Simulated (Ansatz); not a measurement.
# VW2C3 (Immm) in Ansatz: convergence with wavefunction cutoff

Aim: find how far wavefunction cutoff must go before the results for VW2C3 settle, at PBE. This setting moves, with any that are tied to it; all else stays.

All numbers are computed with Ansatz 0.2.0; they aren't measurements. Logs are shortened: lines on timing, memory, paths and dates and some standing lists are left out, and cuts for length are marked.

## Step 1: Starting point

The structure is orthorhombic, space group Immm (No. 71). Conventional cell: a = 3.049 Å, b = 4.324 Å, c = 9.170 Å, α = 90.00°, β = 90.00°, γ = 90.00°. Around W (site symmetry mm2) lie 6 C at 2.15 to 2.20 Å. V (site symmetry mmm) has 6 C at 2.12 to 2.16 Å as nearest neighbours. Around C (site symmetry mm2) lie 2 V at 2.12 Å and 4 W at 2.16 to 2.20 Å. C (site symmetry mmm) is surrounded by 4 W at 2.15 Å and 2 V at 2.16 Å.

The cell comes from a database or a generator and needn't be the stable form of this composition.

## Step 2: With wavefunction cutoff 400 eV

input.yaml

```yaml
crystal:
  lattice:
    - [-1.524485, 2.16193, 4.585029]
    - [1.524485, -2.16193, 4.585029]
    - [1.524485, 2.16193, -4.585029]
  atoms:
    - { symbol: W, position: [0.834017, 0.334017, 0.5] }
    - { symbol: W, position: [0.165983, 0.665983, 0.5] }
    - { symbol: V, position: [0.5, 0.0, 0.5], spin: 2.0 }
    - { symbol: C, position: [0.339039, 0.339039, 0.0] }
    - { symbol: C, position: [0.660961, 0.660961, 0.0] }
    - { symbol: C, position: [0.0, 0.0, 0.0] }
hamiltonian:
  xc: pbe
  pseudopotentials: { kind: paw, source: jth }
magnetization:
  spin_polarized: true
kpoints:
  mp_grid: { grid: [9, 9, 9] }
scf:
  occupations: { method: fermi_dirac, width: 0.05 }
output:
  forces: true
  stress: true
  eigenvalues: true
basis:
  ecutwfc: "400 eV"
```

Potentials or basis: JTH PAW.

Launch:

```
$ ansatz run input.yaml --threads 2 --pin off --max-ram 5632MiB --backend cpu --events-out ev --progress --plain --runs-dir out
```

Standard output:

```text
Warning: basis.ecutwfc = 400 eV is below the records' recommended 1410 eV, and the density's cutoff is lower with it unless basis.ecutrho_ratio is high enough to keep the records' density cutoff: compare with a run at a higher cutoff
Warning: the checks of this W dataset prove no rule for summing its radial tables, as where they were carried onto another mesh than they were made on, and Gregory's rule is taken, under which a leading mesh point left out moves its sums only by what lay on the interval it spanned. That does not make them correct, and they differ from Quantum ESPRESSO's on this file; a re-export a fraction of a mesh step off can move them. hamiltonian.pseudopotentials.radial_quadrature: simpson_from_first_knot sums it by `pw.x`'s rule; on a PAW file no value gives `pw.x`'s numbers. What more to know: hamiltonian.pseudopotentials.radial_quadrature, in the input reference
Warning: the checks of this V dataset prove no rule for summing its radial tables, as where they were carried onto another mesh than they were made on, and Gregory's rule is taken, under which a leading mesh point left out moves its sums only by what lay on the interval it spanned. That does not make them correct, and they differ from Quantum ESPRESSO's on this file; a re-export a fraction of a mesh step off can move them. hamiltonian.pseudopotentials.radial_quadrature: simpson_from_first_knot sums it by `pw.x`'s rule; on a PAW file no value gives `pw.x`'s numbers. What more to know: hamiltonian.pseudopotentials.radial_quadrature, in the input reference
Warning: the checks of this C dataset prove no rule for summing its radial tables, as where they were carried onto another mesh than they were made on, and Gregory's rule is taken, under which a leading mesh point left out moves its sums only by what lay on the interval it spanned. That does not make them correct, and they differ from Quantum ESPRESSO's on this file; a re-export a fraction of a mesh step off can move them. hamiltonian.pseudopotentials.radial_quadrature: simpson_from_first_knot sums it by `pw.x`'s rule; on a PAW file no value gives `pw.x`'s numbers. What more to know: hamiltonian.pseudopotentials.radial_quadrature, in the input reference
Warning: RAYON_NUM_THREADS=2 ignored (pool sized by the plan → 2); use --threads N
basis.fft_grid_basis auto: the FFT boxes are laid along the combinations [[1, 0, 1], [0, 1, 1], [0, 0, 1]] of the cell's own vectors, 4.324, 3.049 and 5.293 Å long. The dense box has 40×30×50 points. Along the cell's own vectors, as sized, it would have 50×50×50, 2.08 times as many. Of the 8 symmetry operations that the crystal satisfies within crystal.symmetry.tolerance (time reversal apart; of a slab, those that keep its plane) the dense box along the cell's own vectors carries 8, and the one as laid loses 6 of those. basis.fft_grid_basis: typed keeps the cell's own vectors: state it where this run's energies or levels are differenced outside the engine with another run's, or held beside a run that keeps those vectors.
Engine: ansatz 0.2.0, aarch64-unknown-linux-gnu
Pseudopotentials: kind: paw
Pseudopotential: W, paw, valence charge 14, recommended cutoff 1290 eV (normal), W.paw.azcp
Pseudopotential: V, paw, valence charge 13, recommended cutoff 1410 eV (normal), V.paw.azcp
Pseudopotential: C, paw, valence charge 4, recommended cutoff 780 eV (normal), C.paw.azcp
Functional definition: PBE
  parameter kappa = 0.804
  parameter beta = 0.06672455060314922
  exchange = pbe_x(kappa = kappa, mu = beta*pi^2/3)
  correlation = pbe_c(beta = beta)
Crystal: 6 atoms, lattice volume = 60.446 Å³
Basis set: ecut = 400 eV, 1089 PW (Γ), FFT grids on a1+a3, a2+a3, a3, exchange–correlation on 80×60×100 points (8 copies of the dense FFT grid, shifted against one another)
Bands: 34, of which v1, the nominal top of the filled ones, is band 27 counted from 1 (26 counted from 0)
Symmetry: 8 space group operations
Space group: Immm (ITA 71), of the structure as read, at distance tolerance 3.9e-5 Å
Magnetic group: BNS 71.533 (UNI 631), of the structure as read, at distance tolerance 3.9e-5 Å
k-points: 125 of 729
Non-local potential: W, projectors of the file, l = 0: 2, l = 1: 2, l = 2: 2
Non-local potential: V, projectors of the file, l = 0: 2, l = 1: 2, l = 2: 2
Non-local potential: C, projectors of the file, l = 0: 2, l = 1: 2
PAW form: soft (Blöchl's): semilocal exchange-correlation on the pseudo side does not see the compensation charge
PAW one-centre angular grid: W, 590 points (default); XC on 131 of its mesh's 977 points in the sphere
[... 25 lines left out ...]
the search or the solves at the SCF's close seem to have found levels that the self-consistency loop had missed (the run counts 4). By its estimate they hold under 1e-12 electrons; where the run keeps them, the occupations were computed again with them
WARN: the starting moments were not kept: the SCF closed with an absolute magnetisation of 2.3e-6 μB, where they sum to 2 μB in size (1 site). That is at most 0.1 of that sum. Measured as dr2_m measures the in/out step, that magnetisation stands 1.7e-12 eV from none, at or under the dr2_threshold of 1.0e-7 eV: it is no larger than a step whose dr2_m would equal this threshold. The system may hold no moment; this SCF shows only that its start led to no more than that. To try another start: raise the starting moments (crystal.atoms[].spin, magnetization.per_species, magnetization.initial_magnetization, or on a non-collinear deck that types none of these the spinor_matrix: blocks that start its atoms; where the total moment is fixed, keep their sum and leave initial_magnetization as it is; typed ones take the place of any that the run laid by itself, positive ones on a crystal's lanthanoids without a Hubbard term where scf.initial_density.shell_occupations: [] is typed) or, if the notice of its spin-set hold's release reads "site moments contracting" or "site moments show no strong build", lengthen the hold (scf.mixing.spin_hold: { on: { confirm: 4 } }; for m-r²SCAN on two components see the key's manual first). Each may lead to a state that holds a moment. A second SCF, from the converged charge density, with the starting moments and any scf.initial_density.shell_occupations laid on it anew, would have followed, and was not run: the deck does not ask for one (magnetization.retry_lost_moments is false, the default). To let it run, set magnetization.retry_lost_moments: true and run the deck again, where that key's refused combinations let it; where memory then withholds it, that run's warning says so.
SCF converged after 14 iterations
Magnetization: 0.0000 μB (26.5000 up, 26.5000 down)
Absolute magnetization: 0.0000 μB (∫|ρ↑−ρ↓|, with the PAW one-centre terms)
Spin contamination: 0.0000 ħ² per cell (⟨S²⟩ above its minimum at these occupations)
Per-site moments (μB) at R_I (Å): [(-1.1362674549328315e-7, 0.8886252444971336), (-1.1362674548748094e-7, 0.8886252444971336), (1.2056437986324945e-6, 0.8753065900047541), (-9.243997246380724e-8, 0.8753065900047541), (-9.243997247243524e-8, 0.8753065900047541), (-1.275268050979751e-7, 0.8886252444971336)]
Free energy (F): -24351.966187 eV
Harris-Foulkes:  -24351.966187 eV  (|F-HF|=6.11e-10)
Internal energy: -24351.936711 eV  (E = F + TS)
E sigma→0 (E₀):  -24351.951449 eV
Entropy (-TS):   -0.029476 eV (-4.913 meV/atom)
Fermi energy:    20.009338 eV
--- Per-component energies (eV) ---
  E_band       = -259.504180
  E_kinetic    = 910.329096
  E_local      = -2444.140291  (includes V_loc(G=0)·N_el)
  E_nonlocal   = 813.205178
  E_hartree    = 968.000871
  E_xc         = -698.254256
  E_vxc        = -545.840511  (∫ρ·V_xc dr)
  E_paw        = -18653.483270  (= ΣΔE_a)
  E_vpaw       = -929.058655  (= ΣTr[D̂ρ^β])
  E_aug_tail   = -0.000201  (compensation charges beyond the density's cutoff)
  E_ewald      = -5247.593838
  E_smearing   = -0.029476  (= −TS)
  E_closure    = 0.000000  (closes the sum)
  Σ components = -24351.966187   (vs F -24351.966187, Δ=0.00e0)
--- Forces (eV/Å), atoms counted from 1 ---
  atom   1  W      0.00000000     0.00000000    -0.07528167
  atom   2  W      0.00000000     0.00000000     0.07528167
  atom   3  V      0.00000000    -0.00000000     0.00000000
  atom   4  C      0.00000000     0.00000000    -0.03810069
  atom   5  C      0.00000000    -0.00000000     0.03810069
  atom   6  C      0.00000000     0.00000000     0.00000000
  max |Σ_I F_I| component: 1.39e-17 eV/Å
--- Stress (GPa, compression-positive) ---
        0.573814      -0.000000       0.000000
       -0.000000      -1.683804      -0.000000
        0.000000      -0.000000       0.215042
  P = ⅓ Tr σ = -0.2983 GPa (-2.983 kbar)
--- Band table (eV; the first three rows and the last of 250) ---
  k-point 0 ↑: bands = ["-55.3330", "-55.2964", "-45.1325", "-19.7404", "-19.7121", "-19.4766", "-19.4722", "-19.4467", "-19.3585", "-18.9778", "-18.9696", "-18.9109", "4.6743", "7.8196", "8.4613", "12.3425", "13.3028", "13.9684", "14.6895", "14.7408", "15.4980", "17.7802", "17.8838", "17.9108", "19.4037", "19.4045", "19.5563", "19.5647", "19.5648", "19.8528", "19.9378", "20.6706", "21.2350", "21.9610"]
  k-point 1 ↑: bands = ["-55.3296", "-55.2962", "-45.1310", "-19.7424", "-19.7054", "-19.5113", "-19.4670", "-19.4325", "-19.4061", "-18.9772", "-18.9765", "-18.9297", "5.0075", "7.8962", "8.3741", "12.5419", "13.0657", "14.2920", "14.5489", "14.6641", "15.2464", "16.8133", "17.2942", "17.3220", "18.4288", "18.4591", "19.9218", "20.2036", "20.2752", "20.6435", "20.9303", "21.5811", "21.6645", "21.8766"]
  k-point 2 ↑: bands = ["-55.3208", "-55.2960", "-45.1269", "-19.7376", "-19.6865", "-19.5923", "-19.5430", "-19.4615", "-19.4053", "-18.9855", "-18.9760", "-18.9670", "5.9402", "8.0915", "8.1609", "12.8123", "12.8934", "14.1613", "14.5520", "14.7818", "14.8967", "14.9669", "15.9716", "15.9815", "19.1117", "19.1186", "20.1751", "20.2443", "20.4804", "20.6377", "20.9223", "22.1396", "22.2752", "23.4230"]
  k-point 124 ↓: bands = ["-55.3226", "-55.3032", "-45.1310", "-19.7427", "-19.6308", "-19.5533", "-19.5088", "-19.4189", "-19.3736", "-19.0145", "-18.9809", "-18.9259", "6.3265", "6.7819", "7.1798", "13.6345", "13.8073", "14.5105", "14.6533", "15.1943", "15.8815", "15.9212", "15.9285", "17.1937", "18.0431", "18.1538", "18.6421", "20.2719", "20.6452", "21.3603", "21.6589", "21.8658", "21.9277", "22.2825"]
```

It took 19 s on 2 threads of Arm Neoverse V2, shared host; peak memory 0.61 GiB.

Results:

| Property | Result |
| --- | --- |
| Free energy | -24351.9662 eV |
| Pressure | -0.3 GPa |
| Largest force | 0.075 eV/Å |
| Band gap on the k mesh | none (metal or under the smearing width) |
| Net moment | 0.00 μB per cell |
| Absolute moment | 0.00 μB per cell |

## Step 3: With wavefunction cutoff 500 eV

Changes to input.yaml since step 2:

```diff
@@ -26,2 +26,2 @@
 basis:
-  ecutwfc: "400 eV"
+  ecutwfc: "500 eV"
```

Potentials or basis: JTH PAW.

Launch:

```
$ ansatz run input.yaml --threads 2 --pin off --max-ram 5632MiB --backend cpu --events-out ev --progress --plain --runs-dir out
```

It took 25 s on 2 threads of Arm Neoverse V2, shared host; peak memory 0.74 GiB.

What came out:

* Free energy: -24352.0576 eV
* Pressure: -0.4 GPa
* Largest force: 0.076 eV/Å
* Band gap on the k mesh: none (metal or under the smearing width)
* Net moment: 0.00 μB per cell
* Absolute moment: 0.00 μB per cell

## Step 4: With wavefunction cutoff 600 eV

Changes to input.yaml since step 3:

```diff
@@ -26,2 +26,2 @@
 basis:
-  ecutwfc: "500 eV"
+  ecutwfc: "600 eV"
```

Launch:

```
$ ansatz run input.yaml --threads 2 --pin off --max-ram 5632MiB --backend cpu --events-out ev --progress --plain --runs-dir out
```

Wall time 30 s (2 threads of Arm Neoverse V2, shared host); peak memory 0.87 GiB.

What came out:

```yaml
Free_energy: -24352.0903 eV
Pressure: -0.3 GPa
Largest_force: 0.075 eV/Å
Band_gap_on_the_k_mesh: none (metal or under the smearing width)
Net_moment: 0.00 μB per cell
Absolute_moment: 0.00 μB per cell
```

## Step 5: With wavefunction cutoff 700 eV

Changes to input.yaml since step 4:

```diff
@@ -26,2 +26,2 @@
 basis:
-  ecutwfc: "600 eV"
+  ecutwfc: "700 eV"
```

Launch:

```
$ ansatz run input.yaml --threads 2 --pin off --max-ram 5632MiB --backend cpu --events-out ev --progress --plain --runs-dir out
```

Wall time 39 s (2 threads of Arm Neoverse V2, shared host); peak memory 1 GiB.

What came out:

```yaml
Free_energy: -24352.1223 eV
Pressure: -0.4 GPa
Largest_force: 0.076 eV/Å
Band_gap_on_the_k_mesh: none (metal or under the smearing width)
Net_moment: 0.00 μB per cell
Absolute_moment: 0.00 μB per cell
```

## Step 6: With wavefunction cutoff 850 eV

Changes to input.yaml since step 5:

```diff
@@ -26,2 +26,2 @@
 basis:
-  ecutwfc: "700 eV"
+  ecutwfc: "850 eV"
```

Potentials or basis: JTH PAW.

Launch:

```
$ ansatz run input.yaml --threads 2 --pin off --max-ram 5632MiB --backend cpu --events-out ev --progress --plain --runs-dir out
```

Wall time 47 s (2 threads of Arm Neoverse V2, shared host); peak memory 1.2 GiB.

The run converged. Its results:

* Free energy: -24352.1363 eV
* Pressure: -0.4 GPa
* Largest force: 0.077 eV/Å
* Band gap on the k mesh: none (metal or under the smearing width)
* Net moment: 0.00 μB per cell
* Absolute moment: 0.00 μB per cell

## Step 7: With wavefunction cutoff 1000 eV

Changes to input.yaml since step 6:

```diff
@@ -26,2 +26,2 @@
 basis:
-  ecutwfc: "850 eV"
+  ecutwfc: "1000 eV"
```

Launch:

```
$ ansatz run input.yaml --threads 2 --pin off --max-ram 5632MiB --backend cpu --events-out ev --progress --plain --runs-dir out
```

Run time: 61 s. Hardware: 2 threads of Arm Neoverse V2, shared host; peak memory 1.5 GiB.

It converged, with:

```yaml
Free_energy: -24352.1446 eV
Pressure: -0.4 GPa
Largest_force: 0.077 eV/Å
Band_gap_on_the_k_mesh: none (metal or under the smearing width)
Net_moment: 0.00 μB per cell
Absolute_moment: 0.00 μB per cell
```

## Step 8: With wavefunction cutoff 1200 eV

Changes to input.yaml since step 7:

```diff
@@ -26,2 +26,2 @@
 basis:
-  ecutwfc: "1000 eV"
+  ecutwfc: "1200 eV"
```

Launch:

```
$ ansatz run input.yaml --threads 2 --pin off --max-ram 5632MiB --backend cpu --events-out ev --progress --plain --runs-dir out
```

It took 83 s on 2 threads of Arm Neoverse V2, shared host; peak memory 1.9 GiB.

It converged, with:

* Free energy: -24352.1472 eV
* Pressure: -0.4 GPa
* Largest force: 0.077 eV/Å
* Band gap on the k mesh: none (metal or under the smearing width)
* Net moment: 0.00 μB per cell
* Absolute moment: 0.00 μB per cell

## Step 9: With wavefunction cutoff 1400 eV

Changes to input.yaml since step 8:

```diff
@@ -26,2 +26,2 @@
 basis:
-  ecutwfc: "1200 eV"
+  ecutwfc: "1400 eV"
```

Potentials or basis: JTH PAW.

Launch:

```
$ ansatz run input.yaml --threads 2 --pin off --max-ram 5632MiB --backend cpu --events-out ev --progress --plain --runs-dir out
```

Run time: 100 s. Hardware: 2 threads of Arm Neoverse V2, shared host; peak memory 2.3 GiB.

The run converged. Its results:

| Property | Result |
| --- | --- |
| Free energy | -24352.1499 eV |
| Pressure | -0.4 GPa |
| Largest force | 0.077 eV/Å |
| Band gap on the k mesh | none (metal or under the smearing width) |
| Net moment | 0.00 μB per cell |
| Absolute moment | 0.00 μB per cell |

## Step 10: With wavefunction cutoff 1700 eV

Changes to input.yaml since step 9:

```diff
@@ -26,2 +26,2 @@
 basis:
-  ecutwfc: "1400 eV"
+  ecutwfc: "1700 eV"
```

Launch:

```
$ ansatz run input.yaml --threads 2 --pin off --max-ram 5632MiB --backend cpu --events-out ev --progress --plain --runs-dir out
```

Wall time 2.3 min (2 threads of Arm Neoverse V2, shared host); peak memory 3 GiB.

Results (log left out):

* Free energy: -24352.1512 eV
* Pressure: -0.4 GPa
* Largest force: 0.077 eV/Å
* Band gap on the k mesh: none (metal or under the smearing width)
* Net moment: 0.00 μB per cell
* Absolute moment: 0.00 μB per cell

## Step 11: Summary

```csv
wavefunction cutoff,"energy less the tightest run, at zero smearing (meV/atom)",pressure (GPa),SCF cycles,CPU time (s),peak memory (GiB)
400 eV,30.83,-0.30,14,37,0.61
500 eV,15.59,-0.35,14,48,0.74
600 eV,10.15,-0.32,14,60,0.87
700 eV,4.81,-0.36,14,76,1
850 eV,2.48,-0.36,14,93,1.2
1000 eV,1.10,-0.37,14,120,1.5
1200 eV,0.66,-0.37,14,160,1.9
1400 eV,0.22,-0.37,14,200,2.3
1700 eV,0.00,-0.37,14,270,3
```

Against the tightest run, the energy stays within 1 meV/atom from 1200 eV on; the pressure stays within 0.1 GPa from 400 eV on. The tightest run that finished is the yardstick and may itself not be fully converged.

Caveats: the starting moments weren't kept.
